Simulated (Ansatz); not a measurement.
# GePSi: the cost of one run

Program: Ansatz 0.2.0, Gaussian basis. Level of theory: cc-pVTZ, core rule «outside noble gas», up to 24 orbitals frozen. These are calculated values, not measurements.

To be run: UHF; CCSD(T) on ROHF; CCSD(T) on UHF; BCCD(T) on ROHF; CCSDT(Q) on ROHF; CCSDT(Q) on UHF; CASSCF and NEVPT2, 13 electrons in 12 orbitals.

4 further runs of the same task are left out: 4 set aside as unsound or not needed.

## (1) The geometry

The geometry is a PBE0/def2-TZVP stationary point (not a proven minimum) of the parent state, kept for this charge and spin. No spin-orbit coupling is included. The filled d shell of Ge may be among the frozen orbitals whatever the setting's name suggests; the logs give the count.

3 atoms, charge 0, spin multiplicity 4.

Atoms are counted from 1 here; the program's logs count them from 0.

Bond lengths: Ge1–P2 2.192 Å, P2–Si3 2.082 Å. Angles: Ge1–P2–Si3 117.3°.

## (2) UHF

Input file in.yaml:

```yaml
crystal:
  periodic: [false, false, false]
  atoms:
    - {symbol: Ge, position_ang: [0.000000, 0.163769, 1.239903]}
    - {symbol: P, position_ang: [0.000000, -0.793827, -0.731696]}
    - {symbol: Si, position_ang: [0.000000, 0.451892, -2.399927]}
basis:
  gaussian: {orbitals: cc-pVTZ}
magnetization: {spin_polarized: true, initial_magnetization: 3}
hamiltonian: {xc: hf}
output: {orbitals: {seedname: orbitals}}
```

On the command line:

```console
$ ansatz run in.yaml --threads 1 --pin off --events-out ev --progress --plain --max-ram 3968MiB --backend cpu
```

What time and memory should one allow on 1 thread of AMD EPYC 7R13, shared host?

About 31 s, with a peak of 0.3 GiB.
